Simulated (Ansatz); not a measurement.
# CdCl2: ionisation energy by level of theory

One table from this session's results is given with a row withheld; the runs are named, their logs left out.

Computed with Ansatz 0.2.0, Gaussian basis. Level: unrestricted cation, the program's frozen cores in correlated methods.

Plan: UKS PBE-D4/def2-TZVPP; UKS r2SCAN-D4/def2-TZVPP; UKS PBE0-D4/def2-TZVPP; UKS B3LYP-D4/def2-TZVPP; UKS wB97X-V/def2-TZVPP; UKS wB97M-V/def2-TZVPP; UKS B2PLYP/def2-TZVPP; UHF-CCSD(T)/def2-TZVPP; UHF-MP2/def2-QZVPP; extrapolation to the limit; then −ε(HOMO) from the neutral's earlier runs with LDA (SPW92), PBE-D4, revPBE-D4, BLYP-D4, r2SCAN-D4, B97M-V, PBE0-D4, B3LYP-D4, r2SCANh-D4, r2SCAN0-D4, HSE06-D4, BHLYP-D4, CAM-B3LYP-D4, LC-ωPBE, ωB97X-V, ωB97M-V.

## The relaxed structure

An earlier PBE0-D4 in a triple-zeta def2 set relaxation fixed the geometry. Cd takes the def2 core potential; no spin-orbit term is included.

SMILES `[Cl][Cd][Cl]`, 3 atoms, charge 0, spin multiplicity 1.

Atoms are counted from 1 here; the program's logs count them from 0.

Bond lengths: Cl1–Cd2 2.264 Å, Cd2–Cl3 2.264 Å. Angles: Cl1–Cd2–Cl3 180.0°.

The first run:

in.yaml reads:

```yaml
crystal:
  periodic: [false, false, false]
  atoms:
    - {symbol: Cl, position_ang: [1.527942, 1.329035, 0.973529]}
    - {symbol: Cd, position_ang: [-0.003795, -0.021371, -0.004463]}
    - {symbol: Cl, position_ang: [-1.535046, -1.372464, -0.982266]}
basis:
  gaussian: {orbitals: def2-TZVPP}
total_charge: 1
magnetization: {spin_polarized: true, initial_magnetization: 1}
hamiltonian: {xc: pbe, dispersion: d4}
```

Among the steps run: Cation, UKS PBE-D4/def2-TZVPP; Cation, UKS r2SCAN-D4/def2-TZVPP; Cation, UKS PBE0-D4/def2-TZVPP; Cation, UKS B3LYP-D4/def2-TZVPP; Cation, UKS wB97X-V/def2-TZVPP; Cation, UKS wB97M-V/def2-TZVPP; Cation, UKS B2PLYP (frozen core)/def2-TZVPP; Cation, UHF-CCSD(T)/def2-TZVPP; Cation, UHF-MP2/def2-QZVPP.

One of the session's tables, all rows but one given; the rest of the session is left out.

It belongs to the step «Ionisation energies side by side». Orbital estimates, from the neutral's runs:

| functional | −ε(HOMO) (eV) |
| --- | --- |
| LDA (SPW92) | 7.71 |
| PBE-D4 | ? |
| revPBE-D4 | 7.45 |
| BLYP-D4 | 7.36 |
| r2SCAN-D4 | 7.86 |
| B97M-V | 7.91 |
| PBE0-D4 | 8.89 |
| B3LYP-D4 | 8.62 |
| r2SCANh-D4 | 8.36 |
| r2SCAN0-D4 | 9.12 |
| HSE06-D4 | 8.49 |
| BHLYP-D4 | 10.11 |
| CAM-B3LYP-D4 | 10.26 |
| LC-ωPBE | 11.69 |
| ωB97X-V | 11.30 |
| ωB97M-V | 11.15 |

Q: Estimate the row for PBE-D4 from the others.

The run gave: −ε(HOMO) (eV): 7.52. In the column «−ε(HOMO) (eV)» it lies between revPBE-D4 (7.45) and LDA (SPW92) (7.71).

To keep in mind: The cation may have settled in a state other than its lowest; no search over hole states beyond the program's own was made.
